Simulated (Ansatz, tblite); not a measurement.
# The cluster B8H13−: one state, many levels

One table from this session's results is given with a row withheld; the runs are named, their logs left out.

Computed with Ansatz 0.2.0, Gaussian basis. Level: as each input shows.

Plan: GFN1-xTB, GFN2-xTB, PBE-D4/def2-TZVPD, r2SCAN-D4/def2-TZVPD, ωB97X-V/def2-TZVPD, CAM-B3LYP-D4/def2-TZVPD, LC-ωPBE/def2-TZVPD, HF/STO-3G, MP2/def2-SVPD, RPA/def2-SVPD.

2 further runs of the same task are left out: 2 set aside as unsound or not needed.

### The geometry

The singlet was relaxed beforehand with r2SCAN-D4/def2-SVPD. At that level it is the lowest of the isomers that a small search found.

21 atoms, charge -1, spin multiplicity 1.

Bond lengths: B1–B2 1.829 Å, B1–B5 1.786 Å, B1–B6 1.801 Å, B1–B8 1.854 Å, B1–H13 1.209 Å, B2–B7 1.849 Å, B2–B8 1.721 Å, B2–H11 1.204 Å, B2–H17 1.293 Å, B2–H20 1.282 Å, B3–B4 1.734 Å, B3–B5 1.756 Å, B3–B8 1.781 Å, B3–H16 1.204 Å, B3–H18 1.344 Å, B4–B5 1.684 Å, B4–B6 1.771 Å, B4–H12 1.204 Å and more. Angles: B2–B1–B5 111.9°, B2–B1–B6 124.8°, B2–B1–B8 55.7°, B2–B1–H13 109.2°, B5–B1–B6 59.0°, B5–B1–B8 58.9°, B5–B1–H13 118.7°, B6–B1–B8 105.3°, B6–B1–H13 122.7°, B8–B1–H13 121.0°, B1–B2–B7 105.7°, B1–B2–B8 62.9°, B1–B2–H11 120.8°, B1–B2–H17 49.9°, B1–B2–H20 125.1°, B7–B2–B8 60.2°, B7–B2–H11 126.0°, B7–B2–H17 115.4° and more.

As a file:

```
B     0.12656   -1.43743    0.30846
B     0.30984   -0.40158    1.80461
B     0.38491    1.18859   -0.87268
B    -0.76161    0.32598   -1.84628
B     0.52318   -0.53452   -1.18019
B    -1.10868   -1.17719   -0.97661
B     0.08815    1.34304    1.23509
B     1.10116    0.13846    0.37439
H    -1.01940    1.75629    0.96380
H    -1.50417   -2.13442   -1.60755
H     0.99536   -0.76343    2.72567
H    -1.08826    0.65003   -2.95938
H     0.65746   -2.50691    0.49760
H     2.29495    0.25671    0.50348
H     1.31465   -1.09624   -1.89387
H     0.95580    2.17799   -1.25431
H    -0.63375   -1.21825    1.46722
H    -0.93412    1.37486   -1.04936
H     0.75599    2.13265    1.86624
H    -0.53384    0.47974    2.19871
H    -1.92420   -0.55434   -0.30502
```

The ion is computed in the gas phase, without counter-ions or solvent.

PBE0-D4/def2-TZVPD was run before; its log isn't repeated, and its numbers join the tables.

The first run:

Tight binding, by tblite at 300 K electronic temperature and without a spin-polarisation term:

```python
tblite.interface.Calculator('GFN1-xTB', numbers, positions, charge=-1, uhf=0).singlepoint()
```

Tight binding, by tblite at 300 K electronic temperature and without a spin-polarisation term:

```python
tblite.interface.Calculator('GFN2-xTB', numbers, positions, charge=-1, uhf=0).singlepoint()
```

start.molden holds the orbitals of an earlier run on this state, given as this run's starting guess.

Contents of in.yaml:

```yaml
crystal:
  periodic: [false, false, false]
  atoms:
    - {symbol: B, position_ang: [0.126559, -1.437426, 0.308456]}
    - {symbol: B, position_ang: [0.309843, -0.401581, 1.804605]}
    - {symbol: B, position_ang: [0.384913, 1.188593, -0.872684]}
    - {symbol: B, position_ang: [-0.761612, 0.325982, -1.846275]}
    - {symbol: B, position_ang: [0.523178, -0.534523, -1.180185]}
    - {symbol: B, position_ang: [-1.108679, -1.177194, -0.976608]}
    - {symbol: B, position_ang: [0.088147, 1.343042, 1.235092]}
    - {symbol: B, position_ang: [1.101160, 0.138456, 0.374387]}
    - {symbol: H, position_ang: [-1.019397, 1.756285, 0.963799]}
    - {symbol: H, position_ang: [-1.504172, -2.134424, -1.607548]}
    - {symbol: H, position_ang: [0.995361, -0.763429, 2.725671]}
    - {symbol: H, position_ang: [-1.088256, 0.650033, -2.959377]}
    - {symbol: H, position_ang: [0.657456, -2.506914, 0.497595]}
    - {symbol: H, position_ang: [2.294954, 0.256709, 0.503480]}
    - {symbol: H, position_ang: [1.314648, -1.096244, -1.893868]}
    - {symbol: H, position_ang: [0.955799, 2.177992, -1.254305]}
    - {symbol: H, position_ang: [-0.633749, -1.218253, 1.467218]}
    - {symbol: H, position_ang: [-0.934117, 1.374861, -1.049360]}
    - {symbol: H, position_ang: [0.755990, 2.132650, 1.866242]}
    - {symbol: H, position_ang: [-0.533840, 0.479740, 2.198710]}
    - {symbol: H, position_ang: [-1.924195, -0.554345, -0.305023]}
basis:
  gaussian: {orbitals: def2-TZVPD, initial_orbitals: start.molden}
total_charge: -1
hamiltonian: {xc: pbe, dispersion: d4}
scf: {omitted_lower_state_checks: [starts]}
output: {forces: true, orbitals: {seedname: orbitals}}
```

Started as:

```console
$ ansatz run in.yaml --threads 4 --pin off --events-out ev --progress --plain --max-ram 4787MiB
```

Steps of the session up to this table: PBE-D4/def2-TZVPD; r2SCAN-D4/def2-TZVPD; ωB97X-V/def2-TZVPD; CAM-B3LYP-D4/def2-TZVPD; LC-ωPBE/def2-TZVPD; HF/STO-3G; MP2/def2-SVPD; RPA/def2-SVPD.

One table of the session follows, with a row left open; its other results are not shown here.

```
                  level  HOMO (eV)  LUMO (eV)  gap (eV)
              HF/STO-3G      -2.00      10.29     12.28
      PBE-D4/def2-TZVPD      -1.35       2.19      3.54
   r2SCAN-D4/def2-TZVPD      -1.47       2.40      3.87
     PBE0-D4/def2-TZVPD      -2.24       2.97      5.21
CAM-B3LYP-D4/def2-TZVPD          ?          ?         ?
     LC-ωPBE/def2-TZVPD      -4.57       3.97      8.54
     ωB97X-V/def2-TZVPD      -4.28       4.02      8.30
```

**Question.** Estimate the row for CAM-B3LYP-D4/def2-TZVPD.

As computed: HOMO (eV): -3.38; LUMO (eV): 3.46; gap (eV): 6.83. In the column «HOMO (eV)» it lies between ωB97X-V/def2-TZVPD (-4.28) and PBE0-D4/def2-TZVPD (-2.24).
